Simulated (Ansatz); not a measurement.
# Fe (Fe (211), 3 layers): how the settings move a single-point run

Question: which choices in the input matter for Fe (Fe (211), 3 layers)?

Program: Ansatz 0.2.0. Level of theory: reference: DFT, PBEsol, PAW with Ansatz's default frozen-core files, scalar-relativistic. These are calculated values, not measurements.

## (1) Starting point

The structure is monoclinic, space group P2/m (No. 10). The conventional cell has a = 2.415 Å, b = 3.943 Å, c = 18.276 Å, α = 90.00°, β = 90.00°, γ = 90.00°. Fe (site symmetry m) has 5 Fe at 2.41 Å in its first shell of neighbours. Fe (site symmetry 2/m) is surrounded by 6 Fe at 2.41 Å.

Coordinates:

```
CELL_PARAMETERS angstrom
2.41459 0.00000 0.00000
0.00000 3.94301 0.00000
0.00000 0.00000 18.27650
ATOMIC_POSITIONS crystal
Fe 0.33333 0.00000 0.43772
Fe 0.00000 0.50000 0.50000
Fe 0.66667 0.00000 0.56228
```

## (2) The reference run

input.yaml reads:

```yaml
crystal:
  lattice:
    - [2.4145914292, 0.0, 0.0]
    - [0.0, 3.9430112925, 0.0]
    - [0.0, 0.0, 18.2765]
  atoms:
    - { symbol: Fe, position: [0.3333333335, 0.0, 0.4377206076], spin: 2.5 }
    - { symbol: Fe, position: [0.9999999995, 0.5, 0.4999999998], spin: 2.5 }
    - { symbol: Fe, position: [0.6666666665, 0.0, 0.5622793924], spin: 2.5 }
magnetization:
  spin_polarized: true
kpoints:
  mp_grid: { grid: [14, 8, 1] }
scf:
  occupations: { method: fermi_dirac, width: 0.08 }
hamiltonian:
  xc: pbesol
  pseudopotentials: { kind: paw }
output:
  forces: true
  stress: true
  eigenvalues: true
  populations: true
efield:
  axis: 3
  amplitude: 0
  dipole_correction: true
```

Command:

```console
> ansatz run input.yaml --threads 2 --pin off --max-ram 6144MiB --backend cpu --events-out ev --progress --plain --runs-dir out
```

## (3) Variant: symmetry.detect false, xc r2scan

input.yaml, as its differences from that of step 2:

```diff
@@ -9,2 +9,3 @@
     - { symbol: Fe, position: [0.6666666665, 0.0, 0.5622793924], spin: 2.5 }
+  symmetry: { detect: false }
 magnetization:
@@ -16,3 +17,3 @@
 hamiltonian:
-  xc: pbesol
+  xc: r2scan
   pseudopotentials: { kind: paw }
```

Q: Predict the outcome of this session. Wanted: for each run, ending; energy change; abs. moment; force.

**Answer**, as computed:

| run | ending | energy change | abs. moment (μB) | force (eV/Å) | cycles | time |
| --- | --- | --- | --- | --- | --- | --- |
| reference | converged | - | 8.54 | 0.74 | 12 | 20 s |
| 1: symmetry.detect false, xc r2scan | converged | not comparable | 9.49 | 0.48 | 16 | 59 s |

Residual by cycle in the longest SCF loop of each run; runs are numbered as in the table. The quantity is the density residual dr2, in eV.

| cycle | reference | run 1 |
| --- | --- | --- |
| 1 | 6.19 | 5.63 |
| 2 | 1.33 | 1.53 |
| 4 | 0.0488 | 0.0599 |
| 5 | 0.0032 | 0.0173 |
| 6 | 0.002 | 0.00591 |
| 8 | 4.1e-5 | 2.5e-4 |
| 9 | 3.5e-6 | 6.4e-5 |
| 11 | 2.1e-8 | 4.6e-6 |
| 12 | 2.8e-8 | 9.0e-7 |
| 13 | - | 3.3e-7 |
| 15 | - | 2.3e-8 |
| 16 | - | 6.9e-9 |

What this shows: A change of functional puts the total energy on another scale; the absolute moment goes from 8.54 to 9.49 μB and the largest force goes from 0.74 to 0.48 eV/Å. Cost: 16 SCF cycles against 12, 59 s against 20 s.
